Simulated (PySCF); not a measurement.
**C6H6O (vinylfuran): levels of theory compared**

Aim: a comparison of 4 runs (HF/3-21G, B3LYP/6-31G*, MP2/pcseg-1, CCSD(T)/3-21G) of C6H6O (vinylfuran). 

Program for the calculation: PySCF 2.14.0.

**1. The system as given**

C6H6O: 13 atoms, total charge 0, spin state singlet. As SMILES, `C=Cc1ccco1`. The coordinates come from a PBE0-D4/def2-TZVP relaxation. This is one conformer, not always the lowest.

Bond lengths: C1–C2 1.332 Å, C2–C3 1.437 Å, C3–C4 1.364 Å, C4–C5 1.422 Å, C5–C6 1.354 Å, C3–O7 1.358 Å, C6–O7 1.349 Å, C1–H8 1.083 Å, C1–H9 1.082 Å, C2–H10 1.086 Å, C4–H11 1.078 Å, C5–H12 1.078 Å, C6–H13 1.077 Å. Some angles: C1–C2–C3 125.7°, C2–C3–C4 131.7°, C2–C3–O7 118.9°, C4–C3–O7 109.4°, C3–C4–C5 106.6°, C4–C5–C6 105.8°, C5–C6–O7 110.7°, C3–O7–C6 107.4°, C1–C2–H10 120.0°, C3–C2–H10 114.3°.

**2. Energy and gradient at HF/3-21G (run 1)**

Input file job.py:

```python
import pyscf.grad
from pyscf import gto, scf

molecule = gto.M(
    atom=[
    ('C', (1.598400, 0.733400, 1.772100)),
    ('C', (1.254100, -0.233100, 0.921900)),
    ('C', (0.143000, -0.191300, 0.011000)),
    ('C', (-0.316800, -1.095400, -0.901000)),
    ('C', (-1.454700, -0.508100, -1.518200)),
    ('C', (-1.603500, 0.706800, -0.938200)),
    ('O', (-0.645400, 0.913600, -0.011500)),
    ('H', (1.036900, 1.657700, 1.835900)),
    ('H', (2.453300, 0.619900, 2.426000)),
    ('H', (1.834100, -1.149900, 0.878500)),
    ('H', (0.113200, -2.064000, -1.101100)),
    ('H', (-2.078900, -0.930600, -2.289000)),
    ('H', (-2.313300, 1.506300, -1.071600)),
],
    basis='3-21g',
    max_memory=1860,
    charge=0,
    verbose=4,
)

myscf = scf.RHF(molecule)
myscf.conv_tol = 1e-10
myscf.kernel()
if not myscf.converged:
    myscf = myscf.newton().run(myscf.mo_coeff, myscf.mo_occ)

etot = myscf.e_tot
print('E = %.10f Eh' % etot)
grad = myscf.Gradients().kernel()
dip = myscf.dip_moment()
pop, q = myscf.mulliken_pop()
```

Launch:

```sh
$ OMP_NUM_THREADS=1 python job.py
```

The log of the run:

```text
PySCF version 2.14.0

[... 71 lines left out ...]
converged SCF energy = -303.810016081404
[... 12 lines left out ...]
Dipole moment(X, Y, Z, Debye): -0.13911, -0.67030, -0.50558
[... 89 lines left out ...]
charge of   12H =      0.26658
```

It took 8.4 s on 1 thread of Intel Xeon at 2.50GHz (Skylake/Cascade Lake), shared host; peak memory 0.15 GiB.

**3. Energy and forces at B3LYP/6-31G(d) (Cartesian functions) (run 2)**

Input file input.py:

```python
from pyscf import gto, dft

system = gto.M(
    atom='''
C      1.598400     0.733400     1.772100
C      1.254100    -0.233100     0.921900
C      0.143000    -0.191300     0.011000
C     -0.316800    -1.095400    -0.901000
C     -1.454700    -0.508100    -1.518200
C     -1.603500     0.706800    -0.938200
O     -0.645400     0.913600    -0.011500
H      1.036900     1.657700     1.835900
H      2.453300     0.619900     2.426000
H      1.834100    -1.149900     0.878500
H      0.113200    -2.064000    -1.101100
H     -2.078900    -0.930600    -2.289000
H     -2.313300     1.506300    -1.071600
''',
    cart=True,
    charge=0,
    basis='6-31g*',
    max_memory=1860,
    verbose=4,
)

ks = dft.RKS(system, xc='b3lyp')
ks.grids.level = 5
ks.conv_tol = 1e-10
ks.kernel()
if not ks.converged:
    ks = ks.newton().run(ks.mo_coeff, ks.mo_occ)

e_tot = ks.e_tot
print('Final energy', e_tot)
grad = ks.nuc_grad_method().kernel()
ks.analyze()
```

Launch:

```sh
$ OMP_NUM_THREADS=1 python input.py
```

The log of the run:

```text
PySCF version 2.14.0

[... 101 lines left out ...]
One-electron Energy =                 -955.697503870453602
[... 16 lines left out ...]
MO #12  energy= -0.612724822522162 occ= 2
[... 14 lines left out ...]
MO #27  energy= 0.0583671588478483 occ= 0
[... 14 lines left out ...]
MO #42  energy= 0.487997609814467  occ= 0
[... 14 lines left out ...]
MO #57  energy= 0.835742822502929  occ= 0
[... 14 lines left out ...]
MO #72  energy= 1.30374445355594   occ= 0
[... 14 lines left out ...]
MO #87  energy= 1.97631048851689   occ= 0
[... 14 lines left out ...]
MO #102 energy= 2.59871843787702   occ= 0
[... 14 lines left out ...]
MO #117 energy= 4.61494852455904   occ= 0
[... 133 lines left out ...]
Dipole moment(X, Y, Z, Debye): -0.27912, -0.50020, -0.52477
```

It took 2.1 min on 1 thread of Intel Xeon at 2.50GHz (Skylake/Cascade Lake), shared host; peak memory 1.2 GiB.

**4. Energy and gradient at MP2/pcseg-1 (run 3)**

Input file job.py:

```python
from pyscf import gto, mp

system = gto.M(
    atom=[
    ('C', (1.598400, 0.733400, 1.772100)),
    ('C', (1.254100, -0.233100, 0.921900)),
    ('C', (0.143000, -0.191300, 0.011000)),
    ('C', (-0.316800, -1.095400, -0.901000)),
    ('C', (-1.454700, -0.508100, -1.518200)),
    ('C', (-1.603500, 0.706800, -0.938200)),
    ('O', (-0.645400, 0.913600, -0.011500)),
    ('H', (1.036900, 1.657700, 1.835900)),
    ('H', (2.453300, 0.619900, 2.426000)),
    ('H', (1.834100, -1.149900, 0.878500)),
    ('H', (0.113200, -2.064000, -1.101100)),
    ('H', (-2.078900, -0.930600, -2.289000)),
    ('H', (-2.313300, 1.506300, -1.071600)),
],
    basis='pcseg-1',
    max_memory=1860,
    charge=0,
    verbose=4,
)

hf = system.RHF()
hf.conv_tol = 1e-10
hf.kernel()
if not hf.converged:
    hf = hf.newton().run(hf.mo_coeff, hf.mo_occ)

pt = mp.MP2(hf, frozen=7).run()
energy = pt.e_tot
print('E(%s) = %.9f' % ('MP2', energy))
grad = pt.nuc_grad_method().kernel()
hf.analyze()
```

Launch:

```sh
$ OMP_NUM_THREADS=1 python job.py
```

The log of the run:

```text
PySCF version 2.14.0

[... 97 lines left out ...]
DFT Exchange-Correlation Energy =      -41.436685006209757
[... 17 lines left out ...]
MO #16  energy= -0.648090700492993 occ= 2
[... 15 lines left out ...]
MO #32  energy= 0.223433308185738  occ= 0
[... 15 lines left out ...]
MO #48  energy= 0.690830503079195  occ= 0
[... 15 lines left out ...]
MO #64  energy= 1.09428363458984   occ= 0
[... 15 lines left out ...]
MO #80  energy= 1.72160773544222   occ= 0
[... 15 lines left out ...]
MO #96  energy= 2.34288504849394   occ= 0
[... 15 lines left out ...]
MO #112 energy= 2.97685194844193   occ= 0
[... 15 lines left out ...]
MO #128 energy= 4.11562421500962   occ= 0
[... 144 lines left out ...]
Dipole moment(X, Y, Z, Debye): -0.14857, -0.58979, -0.46688
```

Run time: 1.9 min. Hardware: 1 thread of Intel Xeon at 2.50GHz (Skylake/Cascade Lake), shared host; peak memory 1.2 GiB.

**5. The energy at CCSD(T)/3-21G (run 4)**

Input file geometry.xyz:

```xyz
13

C      1.598400     0.733400     1.772100
C      1.254100    -0.233100     0.921900
C      0.143000    -0.191300     0.011000
C     -0.316800    -1.095400    -0.901000
C     -1.454700    -0.508100    -1.518200
C     -1.603500     0.706800    -0.938200
O     -0.645400     0.913600    -0.011500
H      1.036900     1.657700     1.835900
H      2.453300     0.619900     2.426000
H      1.834100    -1.149900     0.878500
H      0.113200    -2.064000    -1.101100
H     -2.078900    -0.930600    -2.289000
H     -2.313300     1.506300    -1.071600
```

Input file run.py:

```python
from pyscf import gto, cc

mol = gto.M(
    atom='geometry.xyz',
    spin=0,
    basis='3-21g',
    verbose=4,
    max_memory=1860,
)

mf = mol.RHF()
mf.conv_tol = 1e-10
mf.kernel()
if not mf.converged:
    mf = mf.newton().run(mf.mo_coeff, mf.mo_occ)

mycc = cc.CCSD(mf, frozen=7)
mycc.kernel()
e_t = mycc.ccsd_t()
etot = mycc.e_tot + e_t
print(f'total energy: {etot:.8f} hartree')
mf.analyze()
```

Launch:

```sh
$ OMP_NUM_THREADS=1 python run.py
```

The log of the run:

```text
PySCF version 2.14.0

[... 104 lines left out ...]
Total Energy =                        -303.810016081404399
[... 11 lines left out ...]
MO #5   energy= -11.1786621293427  occ= 2
[... 9 lines left out ...]
MO #15  energy= -0.713100824017908 occ= 2
[... 9 lines left out ...]
MO #25  energy= -0.29274516956961  occ= 2
[... 9 lines left out ...]
MO #35  energy= 0.409182899094392  occ= 0
[... 9 lines left out ...]
MO #45  energy= 0.977099240190437  occ= 0
[... 9 lines left out ...]
MO #55  energy= 1.17539023666945   occ= 0
[... 9 lines left out ...]
MO #65  energy= 1.61617789008409   occ= 0
[... 9 lines left out ...]
MO #75  energy= 3.70571193164461   occ= 0
[... 91 lines left out ...]
Dipole moment(X, Y, Z, Debye): -0.13911, -0.67030, -0.50558
```

Wall time 34 s (1 thread of Intel Xeon at 2.50GHz (Skylake/Cascade Lake), shared host); peak memory 0.36 GiB.

**6. Overview of the runs**

```tsv
run	level	Cartesian functions	integration grid	energy (Eh)	dipole moment (D) of the reference	HOMO energy (eV)	LUMO energy (eV)	wall time
1	HF/3-21G	no	–	-303.810016	0.85	-7.97	3.20	8.4 s
2	B3LYP/6-31G* (Cartesian functions)	yes	5	-307.426807	0.78	-5.60	-0.58	2.1 min
3	MP2/pcseg-1	no	–	-306.398827	0.77	-8.02	2.71	1.9 min
4	CCSD(T)/3-21G	no	–	-304.520339	0.85	-7.97	3.20	34 s
```

**7. What came out**

```
                                          quantity          value
                               run 4: total energy  -304.52034 Eh
       run 4: dipole moment (Hartree–Fock density)         0.85 D
        run 4: HOMO energy (Hartree–Fock orbitals)       -7.97 eV
        run 4: LUMO energy (Hartree–Fock orbitals)        3.20 eV
      run 4: HOMO–LUMO gap (Hartree–Fock orbitals)       11.17 eV
run 4: correlation energy (7 core orbitals frozen)     -710.3 mEh
                             run 4: (T) correction     -25.39 mEh
                              run 4: T1 diagnostic          0.011
```

All runs together took 4.6 min, the longest 2.1 min.
